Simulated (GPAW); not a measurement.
The system is CdInS2.

```
In Cd S
1.0
     3.86950    0.00000    0.00000
    -1.93475    3.35108    0.00000
     0.00000    0.00000    6.81053
In Cd S
1 1 2
Cartesian
  0.0000 0.0000 3.4053
  0.0000 0.0000 0.0000
  0.0000 2.2341 1.6682
  1.9347 1.1170 5.1423
```

The cell comes from a database or a generator and needn't be the stable form of this composition.

Base run:

* Program: GPAW 26.7.0
* Functional: RPBE
* Potentials or basis: the program's PAW data sets (release 1.2.1) made for this functional
* Cutoff: 600 eV
* Basis: pw
* k mesh: 8 × 8 × 4
* Occupations: gaussian, width 0.05 eV
* Spin: no spin polarisation

Its results: band gap on the k mesh none (metal or under the smearing width); pressure 1.9 GPa; largest force 0.020 eV/Å.

Problem. The run is repeated on the same cell with these changes: functional from RPBE to PBEsol; potentials or basis from the program's PAW data sets (release 1.2.1) made for this functional to PAW data sets generated in the run's folder for this functional. What comes out?

Solution. Band gap on the k mesh none (metal or under the smearing width); pressure -3.9 GPa; largest force 0.068 eV/Å.
